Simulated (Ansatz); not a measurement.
# CH3B2Br: the cost of one run

All numbers below are computed with Ansatz 0.2.0 (RKS PBE-D4/def2-mTZVP).

## 1. Starting point

Bond lengths: Br1–B2 1.987 Å, B2–B3 1.722 Å, B2–C4 1.589 Å, B3–C4 1.484 Å, B3–H5 1.217 Å, C4–H6 1.107 Å, C4–H7 1.113 Å. Angles: Br1–B2–B3 150.9°, Br1–B2–C4 156.0°, B3–B2–C4 53.1°, B2–B3–C4 58.9°, B2–B3–H5 152.3°, C4–B3–H5 148.7°, B2–C4–B3 68.0°, B2–C4–H6 112.5°, B2–C4–H7 111.4°, B3–C4–H6 119.6°, B3–C4–H7 115.4°, H6–C4–H7 118.7°.

As a file:

```xyz
7

Br   -2.1869   -1.8780    0.4197
B    -0.6759   -0.6251    0.1134
B     0.9718   -0.3241   -0.2859
C     0.0493    0.7880    0.0527
H     2.0937   -0.6919   -0.5792
H     0.1173    1.2723    1.0454
H    -0.3081    1.3909   -0.8118
```

## 2. End point A

input.yaml

```yaml
crystal:
  periodic: [false, false, false]
  atoms:
    - { symbol: Br, position_ang: [-2.1869, -1.878, 0.4197] }
    - { symbol: B, position_ang: [-0.6759, -0.6251, 0.1134] }
    - { symbol: B, position_ang: [0.9718, -0.3241, -0.2859] }
    - { symbol: C, position_ang: [0.0493, 0.788, 0.0527] }
    - { symbol: H, position_ang: [2.0937, -0.6919, -0.5792] }
    - { symbol: H, position_ang: [0.1173, 1.2723, 1.0454] }
    - { symbol: H, position_ang: [-0.3081, 1.3909, -0.8118] }
basis:
  gaussian: { orbitals: def2-mTZVP }
hamiltonian:
  xc: pbe
  dispersion: d4
relax:
  f_tol: 0.02
  max_steps: 50
```

Command:

```bash
$ ansatz run input.yaml --threads 2 --pin off --max-ram 3072MiB --backend cpu --events-out ev --progress --plain --runs-dir out
```

Q: Estimate wall time and peak memory on 2 threads of INTEL XEON PLATINUM 8581C at 2.10GHz (Emerald Rapids), shared host.

About 20 s, with a peak of 0.16 GiB.
